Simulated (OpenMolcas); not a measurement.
# B2Cl4 (SMILES ClB(Cl)B(Cl)Cl): HF/6-311++G(d,p) (RICD fitting)

Aim: the vertical electron affinity of B2Cl4 at HF/6-311++G** (RICD fitting), from 2 runs. 

The calculation is run with OpenMolcas 26.06.

### Step 1. Starting point

B2Cl4 has 6 atoms, charge 0, and is taken as a singlet. SMILES: `ClB(Cl)B(Cl)Cl`. The shape is that of a GFN2-xTB optimisation.

Bond lengths: Cl1–B2 1.719 Å, B2–Cl3 1.720 Å, B2–B4 1.709 Å, B4–Cl5 1.720 Å, B4–Cl6 1.719 Å. Angles: Cl1–B2–Cl3 116.7°, Cl1–B2–B4 121.7°, Cl3–B2–B4 121.6°, B2–B4–Cl5 121.6°, B2–B4–Cl6 121.7°, Cl5–B4–Cl6 116.7°.

### Step 2. A single-point energy at HF/6-311++G(d,p) (RICD fitting)

File mol.xyz:

```xyz
6

Cl    -1.776690    -1.364450     0.460390
B     -0.197210    -0.685080     0.470950
Cl     0.973250    -1.465630     1.460180
B      0.194260     0.690230    -0.464470
Cl     1.778970     1.358440    -0.466490
Cl    -0.972580     1.466490    -1.460560
```

File job.input:

```
>>> EXPORT MOLCAS_PRINT=2

&GATEWAY
  BASLIB
  $CurrDir
  COORD
  mol.xyz
  BASIS
  6-311ppGss
  GROUP
  NoSym
  RICD

&SEWARD

&SCF
  PRORBITALS
  0
```

The basis set 6-311++G** is read from a file made from the Basis Set Exchange's data (not shown).

Launch:

```console
$ export MOLCAS_MEM=1860
$ pymolcas job.input > job.log
```

The program printed:

```text
--- Start Module: gateway ---
[...]
--- Stop Module: gateway /rc=_RC_ALL_IS_WELL_ ---
--- Start Module: seward ---
[...]
      Basis functions          164
--- Stop Module: seward /rc=_RC_ALL_IS_WELL_ ---
[...]
--- Start Module: scf ---
[...]
       Convergence after  11 Iterations
[...]
::    Total SCF energy                              -1887.5667226565
[...]
      Total spin, S                                     0.0000000000
[...]
      Total electronic charge=   78.000000
      Total            charge=   -0.000000
[...]
      Dipole Moment (debye):
      Origin of the operator (angstrom)=    0.0004   -0.0008   -0.0010
                   X= -9.1677E-03               Y=  1.0045E-02               Z=  1.1352E-02           Total=  1.7715E-02
      Quadrupole Moment (debye*angstrom):
[...]
--- Stop Module: scf /rc=_RC_ALL_IS_WELL_ ---
[...]
```

It took 11 s on 1 thread of Arm Neoverse V2, shared host; peak memory 0.11 GiB.

### Step 3. The doublet anion, same level

mol.xyz is that of step 2.

File job.input:

```
&GATEWAY
BasLib = $CurrDir
Coord = mol.xyz
Basis = 6-311ppGss
Group = NoSym
RICD
&SEWARD
&SCF
UHF
Charge = -1
Spin = 2
PrOrbitals = 0
```

The basis set 6-311++G** is read from a file made from the Basis Set Exchange's data (not shown).

Launch:

```console
$ export MOLCAS_MEM=1860
$ pymolcas job.input > job.log
```

The program printed:

```text
--- Start Module: gateway ---
[...]
--- Stop Module: gateway /rc=_RC_ALL_IS_WELL_ ---
--- Start Module: seward ---
[...]
      Basis functions          164
--- Stop Module: seward /rc=_RC_ALL_IS_WELL_ ---
[...]
--- Start Module: scf ---
[...]
       Convergence after  16 Iterations
[...]
::    Total SCF energy                              -1887.5973960698
[...]
      Total spin, S                                     0.5035018473
[...]
      Total electronic charge=   79.000000
      Total            charge=   -1.000000
[...]
      Dipole Moment (debye):
      Origin of the operator (angstrom)=    0.0004   -0.0008   -0.0010
                   X= -1.8011E-03               Y= -4.2708E-03               Z= -7.1031E-03           Total=  8.4816E-03
      Center of Charge (angstrom)
[...]
--- Stop Module: scf /rc=_RC_ALL_IS_WELL_ ---
[...]
```

Run time: 27 s. Hardware: 1 thread of Arm Neoverse V2, shared host; peak memory 0.12 GiB.

### Step 4. Results

At HF/6-311++G** (RICD fitting):

```
                                         quantity           value
                      singlet B2Cl4: total energy  -1887.56672 Eh
                     singlet B2Cl4: dipole moment          0.02 D
                       singlet B2Cl4: HOMO energy       -12.06 eV
                       singlet B2Cl4: LUMO energy         0.11 eV
                     singlet B2Cl4: HOMO–LUMO gap        12.17 eV
                      doublet anion: total energy  -1887.59740 Eh
doublet anion: HOMO energy (highest over α and β)        -1.81 eV
 doublet anion: LUMO energy (lowest over α and β)         4.52 eV
                              doublet anion: ⟨S²⟩           0.757
vertical electron affinity (to the doublet anion)        0.835 eV
```

In words: At fixed nuclei the extra electron is bound by 0.83 eV (19.2 kcal/mol).
